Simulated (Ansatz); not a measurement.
# KAg3: the cost of one run

Program: Ansatz 0.2.0. Level of theory: DFT PBE, scalar-relativistic, plane waves, PAW. These are calculated values, not measurements.

## (1) The starting structure

It takes space group Pm-3m (No. 221, cubic). Conventional cell: a = 4.533 Å, b = 4.533 Å, c = 4.533 Å, α = 90.00°, β = 90.00°, γ = 90.00°. Around K (site symmetry m-3m) lie 12 Ag at 3.21 Å. Ag (site symmetry 4/mmm) is surrounded by 4 K at 3.21 Å and 8 Ag at 3.21 Å.

Coordinates:

```
K Ag
1.0
     4.53279    0.00000    0.00000
     0.00000    4.53279    0.00000
     0.00000    0.00000    4.53279
K Ag
1 3
Direct
  0.00000 0.00000 0.00000
  0.00000 0.50000 0.50000
  0.50000 0.00000 0.50000
  0.50000 0.50000 0.00000
```

(A quick probe on a coarse mesh, which set the mesh and smearing, is not shown.)

## (3) Relaxing cell and atoms

The input, input.yaml:

```yaml
crystal:
  lattice:
    - [4.5327944812, 0.0, 0.0]
    - [0.0, 4.5327944812, 0.0]
    - [0.0, 0.0, 4.5327944812]
  atoms:
    - { symbol: K, position: [0.0, 0.0, 0.0] }
    - { symbol: Ag, position: [0.0, 0.5, 0.5] }
    - { symbol: Ag, position: [0.5, 0.0, 0.5] }
    - { symbol: Ag, position: [0.5, 0.5, 0.0] }
basis:
  ecutwfc: 420
kpoints:
  mp_grid: { grid: [10, 10, 10] }
hamiltonian:
  xc: pbe
scf:
  occupations: { method: gaussian, width: 0.1 }
output:
  forces: true
  stress: true
  eigenvalues: true
relax:
  adjacent_minimum: "off"
  f_tol: 0.01
  max_steps: 80
  cell: { stress_tol: 0.05 }
```

Run with:

```console
$ ansatz run input.yaml --threads 1 --pin off --max-ram 2560MiB --backend cpu --events-out ev --progress --plain --runs-dir out
```

Q: Estimate wall time and peak memory on 1 thread of Arm Neoverse V2, shared host.

About 25 s, with a peak of 0.43 GiB.
